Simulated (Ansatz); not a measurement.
# Ti: a trigonal deformation path

One table from this session's results is given with a row withheld; the runs are named, their logs left out.

Computed with Ansatz 0.2.0 (DFT PBEsol, scalar-relativistic, plane waves, PAW, unless a step's input says otherwise).

**The starting structure**

It takes space group Im-3m (No. 229, cubic). Conventional cell: a = 3.282 Å, b = 3.282 Å, c = 3.282 Å, α = 90.00°, β = 90.00°, γ = 90.00°. Ti (site symmetry m-3m) has 8 Ti at 2.84 Å in its first shell of neighbours.

Structure file:

```cif
data_structure
_symmetry_space_group_name_H-M 'P 1'
_symmetry_Int_Tables_number 1
_cell_length_a 2.8423
_cell_length_b 2.8423
_cell_length_c 2.8423
_cell_angle_alpha 109.471
_cell_angle_beta 109.471
_cell_angle_gamma 109.471
_cell_volume 17.68
loop_
_atom_site_label
_atom_site_type_symbol
_atom_site_fract_x
_atom_site_fract_y
_atom_site_fract_z
_atom_site_occupancy
Ti1 Ti 0.00000 0.00000 0.00000 1
```

No relaxation comes first: the listed cell is the starting point.

**Zero of energy**

The reference gives a free energy of -2473.7801 eV, pressure -6.66 GPa, largest force 0.000 eV/Å and gap on the mesh none (metal). It was computed beforehand with the settings of the runs below.

The first run:

At fixed volume and fractional coordinates, lengths along (0.577, 0.577, 0.577) are scaled against those across it; ρ is that ratio over its starting value.

File input.yaml:

```yaml
crystal:
  lattice:
    - [-2.41211885, 1.7229420357, 1.7229420357]
    - [1.7229420357, -2.41211885, 1.7229420357]
    - [1.7229420357, 1.7229420357, -2.41211885]
  atoms:
    - { symbol: Ti, position: [0.0, 0.0, 0.0] }
basis:
  ecutwfc: 420
kpoints:
  mp_grid: { grid: [22, 22, 22] }
hamiltonian:
  xc: pbesol
scf:
  occupations: { method: gaussian, width: 0.15 }
output:
  forces: true
  stress: true
  eigenvalues: true
```

Command:

```
ansatz run input.yaml --threads 1 --pin off --max-ram 2560MiB --backend cpu --events-out ev --progress --plain --runs-dir out
```

Steps of the session up to this table: ρ = 0.500; ρ = 2.000; Point ρ = 0.710; At ρ = 1.410; Point ρ = 0.600; ρ = 0.850; At ρ = 1.200; At ρ = 1.700; At ρ = 0.930; At ρ = 1.080.

One of the session's tables, all rows but one given; the rest of the session is left out.

```
    ρ  ΔE (meV/atom)  pressure (GPa)
0.500         2278.7            33.2
0.600          777.7             3.8
0.710              ?               ?
0.850           19.9            -7.0
0.930           10.2            -6.7
1.000            0.0            -6.7
1.080           18.5            -6.6
1.200          107.7            -6.1
1.410          313.6            -5.0
1.700          601.4            -1.8
2.000          713.6            -0.9
```

Estimate the missing values for ρ = 0.710.

Worked estimate for «ΔE (meV/atom)». A straight line through the neighbours (0.600, 777.7) and (0.850, 19.9) gives 777.7 + (19.9 − 777.7) × (0.710 − 0.600) / (0.850 − 0.600) = 444.3; a parabola fitted to 4 rows on both sides gives 84.8.

As computed: ΔE (meV/atom): 183.8; pressure (GPa): -4.9. In «ΔE (meV/atom)» the line misses by +260.5 and the parabola by -99.0.
